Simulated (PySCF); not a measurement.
# The bond of SbO, level by level

One table from this session's results is given with a row withheld; the runs are named, their logs left out.

The runs use PySCF 2.14.0; Sb def2-TZVPP with ECP28, O def2-TZVPP, scalar-relativistic core potentials.

Set-up of the first run:

The job is set up so:

```json
{"atoms": "Sb, O", "charge": "0", "basis": "Sb def2-TZVPP with ECP28, O def2-TZVPP", "Hamiltonian": "scalar-relativistic core potentials", "basis functions": "81", "electrons treated": "31", "masses in u": "120.9038, 15.9949", "levels": "PBE0, PBE, r²SCAN, PW91, M06, PBEsol, TPSS, ωB97X-V, HF, MP2, SCS-MP2, CCSD, CCSD(T)", "grid": "80 radial by 434 angular points", "occupations": "held fixed by the projection of orbital angular momentum", "dissociation limit": "Sb + O, each in its ground configuration", "starting distance in angstrom": "1.965", "values of 2S to try": "1, 3, 5"}
```

On the command line:

```sh
$ OMP_NUM_THREADS=1 python dia.py task.json out
```

Steps of the session up to this table: The job; PBE0 along the bond; Other states along the same grid; PBE; r²SCAN (meta-GGA); PW91 (GGA); M06 (hybrid meta-GGA); PBEsol (GGA); TPSS (meta-GGA); ωB97X-V (range-separated hybrid); UHF (mean field); Correlated methods on the Hartree–Fock reference.

One table of the session follows, with a row left open; its other results are not shown here.

| level | Re (Å) | ωe (cm⁻¹) | De (eV) |
| --- | --- | --- | --- |
| UHF | 1.766 | 998 | 0.195 |
| UHF-MP2 | 1.836 | 809 | 4.27 |
| UHF-SCS-MP2 | ? | ? | ? |
| UHF-CCSD | 1.807 | 884 | 3.37 |
| UHF-CCSD(T) | 1.829 | 819 | 3.85 |
| PBE | 1.837 | 815 | 4.78 |
| PBEsol | 1.826 | 833 | 5.09 |
| PW91 | 1.836 | 816 | 4.80 |
| TPSS | 1.832 | 828 | 4.37 |
| r²SCAN | 1.817 | 858 | 4.16 |
| PBE0 | 1.805 | 881 | 3.90 |
| M06 | 1.812 | 877 | 4.57 |
| ωB97X-V | 1.797 | 918 | 4.22 |

Q: Estimate the row for UHF-SCS-MP2 from the others.

The run gave: Re (Å): 1.832; ωe (cm⁻¹): 818; De (eV): 4.10.

De is counted to Sb + O in their ground configurations.
